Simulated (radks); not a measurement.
**Os²¹⁺ in [Kr] 4d9 4f9 5p1: an all-electron calculation**

Wanted: eigenvalues, radial structure and energy terms of the osmium ion Os21+.

Program: radks (a radial shooting solver on a logarithmic mesh, Libxc functionals) version 1. Level of theory: Dirac Kohn-Sham, BLYP, spin-unpolarised, spherical densities, finite nucleus; open shells fill j = l - 1/2 first. These are calculated values, not measurements, unless marked.

### 1 The system

```
element            : osmium (Z = 76)
charge             : +21
electrons          : 55
configuration      : [Kr] 4d9 4f9 5p1
nuclear rms radius : 5.4126 fm
```

### 2 The run

Input:

```text
Z 76
configuration [Kr] 4d9 4f9 5p1
relativity Dirac
functional b88,lyp
spin unpolarised
j_filling energy
nucleus finite rms 5.4126 fm
c 137.035999084
```

Run with:

```console
> python run_ks.py task.json out
```

This one command runs every case of the session in turn.

**Question.** What will this run give?

As calculated:

```
                        quantity                    value
                    total energy      -17090.7299 hartree
exchange-correlation share of it                   1.87 %
                            −T/E                   1.1360
          highest occupied level        5p1/2, -502.88 eV
    most extended occupied level  5p1/2, <r> = 0.856 bohr
 radius at density 0.001 e/bohr³                1.66 bohr
    maxima of the radial density                        4
```

**Reading.** 5 principal shells are occupied and 4 maxima appear in the radial density; where shells overlap, one shows as a shoulder or not at all. −T/E is 1.136: with relativity the kinetic term as defined here no longer equals −E. This is not the tabulated ground configuration, so its levels and sizes aren't those of the ground state, and no measured value stands beside it.
